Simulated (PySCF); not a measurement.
# AsPb: from the state search to spectroscopic constants

What are the lowest state that PBE0 finds, the bond length, vibrational wavenumber and bond energy of AsPb, and how much do these hang on the method?

Method: As cc-pVDZ-PP with ECP10, Pb cc-pVDZ-PP with ECP60, scalar-relativistic core potentials; program: PySCF 2.14.0.

### 1 The job

A driver script around PySCF takes these settings:

- atoms: As, Pb
- charge: 0
- basis: As cc-pVDZ-PP with ECP10, Pb cc-pVDZ-PP with ECP60
- Hamiltonian: scalar-relativistic core potentials
- basis functions: 46
- electrons treated: 45
- masses in u: 74.9216, 207.9766
- levels: PBE0, PBE, r²SCAN, MN15, B3LYP, BLYP, LC-ωPBE, HF, MP2, SCS-MP2
- grid: 80 radial by 434 angular points
- occupations: held fixed by the projection of orbital angular momentum
- dissociation limit: As + Pb, each in its ground configuration
- starting distance in angstrom: 2.570
- values of 2S to try: 1, 3, 5

Launch:

```sh
$ OMP_NUM_THREADS=1 python dia.py task.json out
```

Further steps of the session: First curve: PBE0; Excited determinants; PBE; r²SCAN (meta-GGA); MN15 (hybrid meta-GGA); B3LYP; BLYP; LC-ωPBE (range-separated hybrid); UHF (mean field).

What does the calculation give? Wanted: for each run, Re; ωe; De; μ.

As calculated:

Lowest PBE0 solution found, without spin–orbit coupling: ²Π (doublet), unpaired electrons π ↑. State 3 has its PBE0 minimum 0.94 eV higher. State 4 has its PBE0 minimum 1.31 eV higher, as a spin-mixed determinant (⟨S²⟩ = 1.76), so this is no gap between pure states. The other levels ran on the lowest alone.

```tsv
level	Re (Å)	ωe (cm⁻¹)	De (eV)	μ (D)
PBE	2.558	237.5	2.68	2.16
BLYP	2.588	227.8	2.74	2.01
r²SCAN	2.534	239.0	2.33	2.38
B3LYP	2.547	242.5	2.47	2.24
PBE0	2.522	244.2	2.28	2.42
MN15	2.521	236.5	2.19	1.92
```

De is counted to As + Pb in their ground configurations. A positive dipole means As(−)Pb(+). No constants: UHF (the points don't follow one smooth fit); UHF-MP2 (the points don't follow one smooth fit); UHF-SCS-MP2 (the points don't follow one smooth fit); LC-ωPBE (the points don't follow one smooth fit). ⟨S²⟩ is off the pure value of 0.75 by over a tenth at MN15 0.83.

The methods spread over 0.067 Å in bond length, from MN15 to BLYP. Among the levels with a De in the table, it runs from 2.19 eV (MN15) to 2.74 eV (BLYP).

Correlated steps freeze 8 core orbitals. Spin–orbit coupling is left out, which matters for elements this heavy, above all for dissociation energies. A negative De means that the minimum lies above the separated atoms at that level. With spin–orbit coupling the term label itself may not hold.
